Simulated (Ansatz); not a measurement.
Predict the output of the script below (Ansatz 0.2.0, Python API).

The script reads `input.yaml`:
```yaml
crystal:
  lattice:
    - [-1.97966, 1.97966, 1.97966]
    - [1.97966, -1.97966, 1.97966]
    - [1.97966, 1.97966, -1.97966]
  atoms:
    - { symbol: Pb, position: [0.0, 0.0, 0.0] }
kpoints:
  mp_grid: { kspacing: 0.3 }
hamiltonian:
  xc: lda
scf:
  occupations: { method: fermi_dirac, width: 0.1 }
basis:
  ecutwfc: 470
output:
  forces: true
  stress: true
  eigenvalues: true
```

The script, `yaml_run_pb.py`:
```python
import ansatz as az
import numpy as np
import yaml

with open("input.yaml") as handle:
    tree = yaml.safe_load(handle)
print("sections:", list(tree))
result = az.Session.from_dict(tree).plan(threads=1).execute()
data = result.report

for key in ("converged", "n_iterations", "n_electrons", "n_kpoints", "n_pw", "n_symmetry_ops", "free_energy_ev", "fermi_energy_ev"):
    print(f"{key:18s} {data[key]}")

sigma = data["stress_gpa"]
voigt = [sigma[0][0], sigma[1][1], sigma[2][2], sigma[1][2], sigma[0][2], sigma[0][1]]
print("stress xx yy zz yz xz xy (GPa, compression positive):", " ".join(f"{s:.3f}" for s in voigt))
print("P =", round(10 * float(np.mean(voigt[:3])), 2), "kbar")

print("forces (eV/A)")
for site, force in zip(result.lattice.sites, data["forces_ev_ang"]):
    print(f"  {site.symbol:2s} {force[0]:9.4f} {force[1]:9.4f} {force[2]:9.4f}")

gap = None if "band_edges_ev" not in data else data["band_edges_ev"][1] - data["band_edges_ev"][0]
print("gap on the k mesh:", "withheld (metal, or smearing too wide to tell)" if gap is None else f"{gap:.3f} eV")
print("lowest empty less highest filled band, by band count:", round(data["gap_by_band_count_ev"], 3), "eV")
```

```console
$ python yaml_run_pb.py
sections: ['crystal', 'kpoints', 'hamiltonian', 'scf', 'basis', 'output']
converged          True
n_iterations       6
n_electrons        14.0
n_kpoints          29
n_pw               683
n_symmetry_ops     48
free_energy_ev     -11602.3240881162
fermi_energy_ev    10.209564775459247
stress xx yy zz yz xz xy (GPa, compression positive): -2.921 -2.921 -2.921 0.000 -0.000 -0.000
P = -29.21 kbar
forces (eV/A)
  Pb    0.0000   -0.0000   -0.0000
gap on the k mesh: withheld (metal, or smearing too wide to tell)
lowest empty less highest filled band, by band count: -9.193 eV
```

Caveats:
- Absolute energies stand on the zero of these potentials, so only differences at equal settings mean something. A total without «per atom» is that of the cell as typed.
- The mesh is modest for a metal, so energies can be off by several to tens of meV an atom and pressures by half a GPa or more; differences at equal mesh fare better.
- Only differences from the Fermi energy are physical; the zero of the scale is a convention.
- A gap by band count of zero or less means overlapping bands, a metal.
- This isn't the structure that Pb takes at ambient conditions.
- Gaps and levels are Kohn-Sham values on a finite set of k-points, without spin-orbit coupling.
- Timing: 1.1 s on 1 thread of Arm Neoverse V2, with other jobs on the host, peak memory 0.33 GiB.

(Lines on the test bed's own set-up are left out of the output.)
